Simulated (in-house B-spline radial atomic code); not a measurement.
# Excitations of Ca⁸⁺ as exact exchange is dialled in

Aim: follow the lowest excitations, the threshold and the polarisability of Ca⁸⁺ as the share of exact exchange in a PBE hybrid goes from none to all.

Method: linear response of a closed shell, each method with its own adiabatic kernel; spin-free one-electron X2C, finite nucleus; B-spline basis; no spin-orbit coupling, no double excitations; only terms of natural parity, (−1)^L, with L up to 3 are computed. Code: in-house B-spline radial atomic code version 1.

## Step 1: The system

| Item | Value |
| --- | --- |
| element | calcium (Z = 20) |
| charge | +8 |
| configuration | [Ne] 3s2 |
| runs | 0 % exact exchange; 10 % exact exchange; 20 % exact exchange; 30 % exact exchange; 40 % exact exchange; 50 % exact exchange; 60 % exact exchange; 70 % exact exchange; 80 % exact exchange; 90 % exact exchange; 100 % exact exchange |

Outer shells as boxes (Hund's rule):

Ca⁸⁺
```
[Ne] core
3s [↑↓]
```

## Step 2: 0 % exact exchange

Settings, as recorded:

```ini
Z = 20
electrons = 12.0
configuration = [Ne] 3s2
hamiltonian = x2c
method = pbeh
box_radius = 11.59
exact_exchange_fraction = 0.0
rms_radius = 3.4776
intervals = 70
```

On the command line:

```sh
> python run_td.py task.json out
```

task.json lists these runs, among others, and the program works through them in turn.

## Step 3: 10 % exact exchange

Changes to the settings of step 2:

```diff
@@ -6,3 +6,3 @@
 box_radius = 11.59
-exact_exchange_fraction = 0.0
+exact_exchange_fraction = 0.1
 rms_radius = 3.4776
```

## Step 4: 20 % exact exchange

Changes to the settings of step 3:

```diff
@@ -6,3 +6,3 @@
 box_radius = 11.59
-exact_exchange_fraction = 0.1
+exact_exchange_fraction = 0.2
 rms_radius = 3.4776
```

## Step 5: 30 % exact exchange

Changes to the settings of step 4:

```diff
@@ -6,3 +6,3 @@
 box_radius = 11.59
-exact_exchange_fraction = 0.2
+exact_exchange_fraction = 0.3
 rms_radius = 3.4776
```

## Step 6: 40 % exact exchange

Changes to the settings of step 5:

```diff
@@ -6,3 +6,3 @@
 box_radius = 11.59
-exact_exchange_fraction = 0.3
+exact_exchange_fraction = 0.4
 rms_radius = 3.4776
```

## Step 7: 50 % exact exchange

Changes to the settings of step 6:

```diff
@@ -6,3 +6,3 @@
 box_radius = 11.59
-exact_exchange_fraction = 0.4
+exact_exchange_fraction = 0.5
 rms_radius = 3.4776
```

## Step 8: 60 % exact exchange

Changes to the settings of step 7:

```diff
@@ -6,3 +6,3 @@
 box_radius = 11.59
-exact_exchange_fraction = 0.5
+exact_exchange_fraction = 0.6
 rms_radius = 3.4776
```

## Step 9: 70 % exact exchange

Changes to the settings of step 8:

```diff
@@ -6,3 +6,3 @@
 box_radius = 11.59
-exact_exchange_fraction = 0.6
+exact_exchange_fraction = 0.7
 rms_radius = 3.4776
```

## Step 10: 80 % exact exchange

Changes to the settings of step 9:

```diff
@@ -6,3 +6,3 @@
 box_radius = 11.59
-exact_exchange_fraction = 0.7
+exact_exchange_fraction = 0.8
 rms_radius = 3.4776
```

## Step 11: 90 % exact exchange

Changes to the settings of step 10:

```diff
@@ -6,3 +6,3 @@
 box_radius = 11.59
-exact_exchange_fraction = 0.8
+exact_exchange_fraction = 0.9
 rms_radius = 3.4776
```

## Step 12: 100 % exact exchange

Changes to the settings of step 11:

```diff
@@ -6,3 +6,3 @@
 box_radius = 11.59
-exact_exchange_fraction = 0.9
+exact_exchange_fraction = 1.0
 rms_radius = 3.4776
```

Q: Predict the outcome of this session. Wanted: for each run, threshold; 3s→3p ¹P; 3s→3p ³P, Tamm-Dancoff; α; C6.

The runs gave:

| run | threshold (eV) | 3s→3p ¹P (eV) | 3s→3p ³P, Tamm-Dancoff (eV) | α (bohr³) | C6 (hartree bohr⁶) | time |
| --- | --- | --- | --- | --- | --- | --- |
| 0 % exact exchange | 178.68 | 26.648 | 17.724 | 1.123 | 1.002 | 0.5 s |
| 10 % exact exchange | 179.58 | 26.585 | 17.631 | 1.131 | 1.013 | 0.6 s |
| 20 % exact exchange | 180.47 | 26.520 | 17.538 | 1.139 | 1.025 | 0.6 s |
| 30 % exact exchange | 181.36 | 26.455 | 17.445 | 1.148 | 1.038 | 0.6 s |
| 40 % exact exchange | 182.25 | 26.390 | 17.352 | 1.157 | 1.050 | 0.6 s |
| 50 % exact exchange | 183.14 | 26.323 | 17.260 | 1.166 | 1.063 | 0.6 s |
| 60 % exact exchange | 184.02 | 26.257 | 17.168 | 1.175 | 1.076 | 0.6 s |
| 70 % exact exchange | 184.91 | 26.189 | 17.076 | 1.184 | 1.089 | 0.6 s |
| 80 % exact exchange | 185.79 | 26.121 | 16.985 | 1.193 | 1.102 | 0.7 s |
| 90 % exact exchange | 186.67 | 26.052 | 16.893 | 1.203 | 1.116 | 0.7 s |
| 100 % exact exchange | 187.55 | 25.982 | 16.802 | 1.213 | 1.130 | 0.6 s |

In words: From 0 % exact exchange to 100 % exact exchange the threshold goes from 178.68 to 187.55 eV and α from 1.12 to 1.21 bohr³. 3s→3p ¹P moves from 26.65 eV (0 % exact exchange) to 25.98 eV (100 % exact exchange). 3s→3p ³P moves from 17.72 eV (0 % exact exchange) to 16.80 eV (100 % exact exchange). Exact exchange removes self-interaction, which deepens the highest level.
